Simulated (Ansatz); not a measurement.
# FH3Se3Zr: how energies converge with the basis set

Aim: see how fast density functionals converge with the basis set for FH3Se3Zr.

Computed with Ansatz 0.2.0, Gaussian basis. Level: one geometry, several basis sets.

Plan: PBE0-D4/def2-SVP; ωB97M-V/def2-SVP; PBE0-D4/def2-QZVPP; ωB97M-V/def2-QZVPP; the functionals' def2-TZVPP values are taken from earlier runs.

## (1) The relaxed structure

All runs share one geometry, relaxed beforehand with PBE0-D4 in a triple-zeta def2 set. Zr takes the def2 core potential; no spin-orbit term is included.

SMILES `[F][Zr]([SeH])([SeH])[SeH]`, 8 atoms, charge 0, spin multiplicity 1.

Atoms are counted from 1 here; the program's logs count them from 0.

Bond lengths: F1–Zr2 1.886 Å, Zr2–Se3 2.563 Å, Zr2–Se4 2.558 Å, Zr2–Se5 2.553 Å, Se3–H6 1.476 Å, Se4–H7 1.475 Å, Se5–H8 1.476 Å. Angles: F1–Zr2–Se3 111.8°, F1–Zr2–Se4 111.3°, F1–Zr2–Se5 112.7°, Se3–Zr2–Se4 110.0°, Se3–Zr2–Se5 104.7°, Se4–Zr2–Se5 106.1°, Zr2–Se3–H6 87.9°, Zr2–Se4–H7 85.4°, Zr2–Se5–H8 87.7°.

## (2) PBE0-D4 in def2-SVP

Contents of in.yaml:

```yaml
crystal:
  periodic: [false, false, false]
  atoms:
    - {symbol: F, position_ang: [0.322405, 2.244271, 0.148918]}
    - {symbol: Zr, position_ang: [0.253718, 0.361146, 0.064702]}
    - {symbol: Se, position_ang: [-2.095485, -0.478511, -0.521323]}
    - {symbol: Se, position_ang: [1.954446, -0.557147, -1.611056]}
    - {symbol: Se, position_ang: [0.795945, -0.744956, 2.300846]}
    - {symbol: H, position_ang: [-2.163427, 0.587096, -1.540672]}
    - {symbol: H, position_ang: [1.005943, -1.673462, -1.782425]}
    - {symbol: H, position_ang: [-0.073543, 0.261563, 2.941009]}
basis:
  gaussian: {orbitals: def2-SVP}
hamiltonian: {xc: pbe0, dispersion: d4}
output: {orbitals: {seedname: orbitals}}
```

The run is started by

```console
> ansatz run in.yaml --threads 2 --pin off --events-out ev --progress --plain --max-ram 32768MiB --backend cpu
```

The runs that follow: ωB97M-V in def2-SVP; PBE0-D4 in def2-QZVPP; ωB97M-V in def2-QZVPP.

Before running them: what should the planned runs give, taken together? Wanted: PBE0-D4: double and triple zeta above quadruple; ωB97M-V: double and triple zeta above quadruple.

As calculated:

```
                                       quantity           value
PBE0-D4: double and triple zeta above quadruple  32.07, 4.35 eV
ωB97M-V: double and triple zeta above quadruple  31.91, 4.21 eV
```

What this shows: PBE0-D4 gains 27.73 eV from double to triple zeta, then 4.35 eV more. These are total energies; as a rule much of such shifts cancels in differences, which this series doesn't test.
